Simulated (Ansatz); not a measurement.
# ClF₃H₂O₂W: up Jacob's ladder to CCSD(T)

One table from this session's results is given with a row withheld; the runs are named, their logs left out.

Program: Ansatz 0.2.0, Gaussian basis. Level of theory: functionals in def2-TZVPP, the program's frozen cores in correlated methods. These are calculated values, not measurements.

Plan: PBE-D4, r2SCAN-D4, PBE0-D4, B3LYP-D4, ωB97X-V, ωB97M-V, B2PLYP; CCSD(T)/def2-TZVPP; MP2/def2-QZVPP; extrapolation to the limit.

**Structure used throughout**

An earlier PBE0-D4 in a triple-zeta def2 set relaxation fixed the geometry. W takes the def2 core potential; no spin-orbit term is included.

SMILES `[OH][W]([OH])([F])([F])([F])[Cl]`, 9 atoms, charge 0, spin multiplicity 1.

Atoms are counted from 1 here; the program's logs count them from 0.

Bond lengths: O1–W2 1.871 Å, O1–H8 0.962 Å, W2–O3 1.840 Å, W2–F4 1.848 Å, W2–F5 1.862 Å, W2–F6 1.870 Å, W2–Cl7 2.303 Å, O3–H9 0.959 Å. Angles: W2–O1–H8 123.1°, O1–W2–O3 92.5°, O1–W2–F4 91.3°, O1–W2–F5 93.1°, O1–W2–F6 83.6°, O1–W2–Cl7 170.3°, O3–W2–F4 91.5°, O3–W2–F5 87.3°, O3–W2–F6 173.1°, O3–W2–Cl7 97.2°, F4–W2–F5 175.5°, F4–W2–F6 94.2°, F4–W2–Cl7 87.3°, F5–W2–F6 87.3°, F5–W2–Cl7 88.5°, F6–W2–Cl7 86.9°, W2–O3–H9 137.9°.

The first run:

File in.yaml:

```yaml
crystal:
  periodic: [false, false, false]
  atoms:
    - {symbol: O, position_ang: [-0.962732, -0.111994, 1.359351]}
    - {symbol: W, position_ang: [0.174853, -0.173900, -0.124226]}
    - {symbol: O, position_ang: [-0.895085, 0.968651, -1.091788]}
    - {symbol: F, position_ang: [-0.712397, -1.650497, -0.794526]}
    - {symbol: F, position_ang: [1.132995, 1.327287, 0.421009]}
    - {symbol: F, position_ang: [1.266957, -1.175161, 1.015869]}
    - {symbol: Cl, position_ang: [1.766308, -0.525706, -1.750606]}
    - {symbol: H, position_ang: [-0.777005, -0.573046, 2.183563]}
    - {symbol: H, position_ang: [-0.993904, 1.914366, -1.218637]}
basis:
  gaussian: {orbitals: def2-TZVPP}
hamiltonian: {xc: pbe, dispersion: d4}
output: {forces: true, orbitals: {seedname: orbitals}}
```

Launch:

```sh
$ ansatz run in.yaml --threads 2 --pin off --events-out ev --progress --plain --max-ram 32768MiB --backend cuda --devices 0, --max-vram 18GiB
```

Steps of the session up to this table: PBE-D4 (GGA); r2SCAN-D4 (meta-GGA); PBE0-D4 (hybrid); B3LYP-D4 (hybrid); ωB97X-V (range-separated); ωB97M-V (range-separated); B2PLYP (double hybrid).

One table of the session follows, with a row left open; its other results are not shown here.

It belongs to the step «Frontier levels by functional». 

| functional | HOMO (eV) | LUMO (eV) | gap (eV) |
| --- | --- | --- | --- |
| PBE-D4 | -7.87 | -4.24 | 3.62 |
| r2SCAN-D4 | -8.27 | -4.30 | 3.97 |
| PBE0-D4 | -9.36 | -3.69 | 5.68 |
| B3LYP-D4 | -9.08 | -3.90 | 5.18 |
| ωB97X-V | ? | ? | ? |
| ωB97M-V | -11.60 | -1.61 | 9.99 |

**Question.** Estimate the row for ωB97X-V.

As computed: HOMO (eV): -11.74; LUMO (eV): -1.59; gap (eV): 10.15. In the column «HOMO (eV)» it is the lowest.
